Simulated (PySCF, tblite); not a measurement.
**C₂H₉NS₂Si₂: geometry, infrared bands and NMR shifts**

Aim: predict the infrared bands and NMR shifts of C₂H₉NS₂Si₂ (`C=CS[Si@@H](S)N[SiH3]`).

Programs: tblite 0.8.0 and PySCF 2.14.0, with density-fitted response routines of our own. Each step states its level of theory. These are calculated values for one molecule in the gas phase, unless marked as measured. Atoms are numbered from 0 throughout.

### 1 The molecule as given

16 atoms, charge 0, multiplicity 1; geometry from: force field or distance geometry start.

Bonds of the start (Å): C0–C1 1.33, C1–S2 1.75, S2–Si3 2.14, Si3–S4 2.12, Si3–N5 1.67, N5–Si6 1.69, C0–H7 1.09, C0–H8 1.09, C1–H9 1.07, Si3–H10 1.48, S4–H11 1.34, N5–H12 1.00, Si6–H13 1.47, Si6–H14 1.48, Si6–H15 1.47.

### 2 Relaxing the molecule with GFN2-xTB

The job: settings as JSON, then the geometry in Å.

```
{"job": {"kind": "relax", "xc": "GFN2-xTB", "basis": "xTB"}, "charge": 0, "multiplicity": 1}
C     -2.882400     0.598200     1.696800
C     -1.892600     0.334700     0.846600
S     -0.716600    -0.898200     1.230400
Si     0.558700    -1.021100    -0.484200
S     -0.589400    -1.758600    -2.111600
N      1.033200     0.512600    -0.960900
Si     2.491500     0.932500    -0.208000
H     -3.608700     1.378400     1.464600
H     -3.013100     0.066000     2.636700
H     -1.806000     0.893600    -0.065600
H      1.685200    -1.959900    -0.252300
H     -1.158900    -2.772000    -1.447100
H      1.171600     0.503200    -1.952800
H      2.838800     2.289700    -0.667200
H      2.342600     0.911100     1.268900
H      3.538400    -0.001200    -0.658800
```

Started as:

```sh
> OMP_NUM_THREADS=1 python probes_run.py task.json out
```

This one command runs all jobs of the session in turn.

**Question.** This job is followed by: GFN2-xTB harmonic vibrations, gas phase; GIAO PBE0/pcSseg-1 NMR shielding, non-relativistic, gas phase. What will the session give for the following? strongest single infrared mode (GFN2-xTB); zero-point energy (GFN2-xTB); 13C shifts against TMS (PBE0/pcSseg-1); 1H shifts against TMS (PBE0/pcSseg-1, means over atoms taken as alike); 33S shifts against CS2 (PBE0/pcSseg-1); 29Si shifts against TMS (PBE0/pcSseg-1); 15N shifts against NH3 (PBE0/pcSseg-1).

The runs gave:

| quantity | value |
| --- | --- |
| strongest single infrared mode (GFN2-xTB) | 810 cm⁻¹, 490 km/mol |
| zero-point energy (GFN2-xTB) | 63.0 kcal/mol |
| 13C shifts against TMS (PBE0/pcSseg-1) | 134.7, 123.0 ppm |
| 1H shifts against TMS (PBE0/pcSseg-1, means over atoms taken as alike) | 6.61, 5.93, 5.86, 5.71, 4.69, 0.54, 0.07 ppm |
| 33S shifts against CS2 (PBE0/pcSseg-1) | -17, -186 ppm |
| 29Si shifts against TMS (PBE0/pcSseg-1) | 2.2, -57.6 ppm |
| 15N shifts against NH3 (PBE0/pcSseg-1) | 16.3 ppm |

What this shows: The optimisation took 159 steps and gained 0.524 eV; among the close pairs (by a distance rule), N5–Si6 changed most, from 1.694 to 1.747 Å. No mode is imaginary among the 42: a minimum at this level. The strongest single mode, at 810 cm⁻¹, is spread over several atoms, H14, H15, H13, Si6 among them. Unscaled tight-binding wavenumbers are off by several per cent, some by more. Its intensities can rank the bands wrongly. C1 (alkene CH) lies farthest downfield among carbon, at 134.7 ppm; an sp2 carbon of a C=C bond. H9 (hydrogen on an alkene CH) lies farthest downfield among hydrogen, at 6.61 ppm; attached to an sp2 carbon and in the plane of the double bond. At PBE0/pcSseg-1: The widest tensor belongs to S2: span 336 ppm, with a paramagnetic part of -540 ppm.
